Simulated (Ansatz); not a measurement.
# FOV: the cost of one run

Computed with Ansatz 0.2.0, Gaussian basis. Level: RKS PBE0/def2-TZVP.

## 1. The starting structure

3 atoms, charge 0, spin multiplicity 1.

Atoms are counted from 1 here; the program's logs count them from 0.

Bond lengths: V1–O2 1.515 Å, V1–F3 1.613 Å. Angles: O2–V1–F3 109.0°.

The start was built by rule and, where that kept it together, relaxed with GFN2-xTB. Sticks and bond lists go by distance. 

## 2. The run

in.yaml

```yaml
crystal:
  periodic: [false, false, false]
  atoms:
    - {symbol: V, position_ang: [0.010781, 0.069154, -0.369046]}
    - {symbol: O, position_ang: [-0.024594, 1.282672, 0.537905]}
    - {symbol: F, position_ang: [-0.008197, -1.265622, 0.536551]}
basis:
  gaussian: {orbitals: def2-TZVP}
hamiltonian: {xc: pbe0}
relax: {f_tol: 0.004, max_steps: 80}
```

The run is started by

```console
$ ansatz run in.yaml --threads 1 --pin off --events-out ev --progress --plain --max-ram 2176MiB
```

Q: Estimate wall time and peak memory on 1 thread of Intel Xeon 6975P-C, shared host.

About 50 s, with a peak of 0.26 GiB.
